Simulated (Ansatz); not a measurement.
**TeHS radical (SMILES S[Te]): one structure at several levels**

One table from this session's results is given with a row withheld; the runs are named, their logs left out.

Program: Ansatz 0.2.0, Gaussian basis. Level of theory: single points in def2-TZVPP. These are calculated values, not measurements.

Cores are frozen in the correlated methods. Filled d shells of the heavier atoms are correlated. Core potentials replace the inner electrons past krypton, and spin-orbit coupling is left out. Orbitals are unrestricted.

**Where the work starts**

3 atoms, charge 0, spin multiplicity 2.

Atoms are counted from 1 here; the program's logs count them from 0.

Bond lengths: S1–Te2 2.288 Å, S1–H3 1.256 Å. Angles: Te2–S1–H3 106.8°.

As a file:

```xyz
3
HSTe
S    -0.53270    0.45560   -0.18090
Te    1.46980    0.10480    0.86820
H    -0.88150   -0.64450   -0.67620
```

Set-up of the first run:

Input file run/in.yaml:

```yaml
crystal:
  periodic: [false, false, false]
  atoms:
    - {symbol: S, position_ang: [-0.532700, 0.455600, -0.180900]}
    - {symbol: Te, position_ang: [1.469800, 0.104800, 0.868200]}
    - {symbol: H, position_ang: [-0.881500, -0.644500, -0.676200]}
basis:
  gaussian: {orbitals: def2-TZVPP}
magnetization: {spin_polarized: true, initial_magnetization: 1}
correlation: {method: ccsd_t}
scf: {omitted_lower_state_checks: [cluster_reference]}
output: {forces: true}
```

The command line of these runs was not kept.

Among the steps run: CCSD(T)/def2-TZVPP; PBE0-D4/def2-TZVPP; wB97M-V/def2-TZVPP; r2SCAN-D4/def2-TZVPP; PBE-D4/def2-TZVPP; BHLYP-D4/def2-TZVPP; B97M-V/def2-TZVPP.

One of the session's tables, all rows but one given; the rest of the session is left out.

| method | RMS force component (eV/Å) | angle to CCSD(T) forces (°) | dipole (D) |
| --- | --- | --- | --- |
| CCSD(T) | 1.456 | reference | 0.88 |
| PBE0-D4 | 1.506 | 5.6 | 0.91 |
| wB97M-V | 1.443 | 3.7 | 0.87 |
| r2SCAN-D4 | 1.525 | 3.6 | 0.93 |
| PBE-D4 | ? | ? | ? |
| BHLYP-D4 | 1.363 | 1.5 | 0.90 |
| B97M-V | 1.457 | 2.1 | 0.89 |

Estimate the missing values for PBE-D4.

As computed: RMS force component (eV/Å): 1.651; angle to CCSD(T) forces (°): 2.6; dipole (D): 0.92. In the column «RMS force component (eV/Å)» it is the highest.
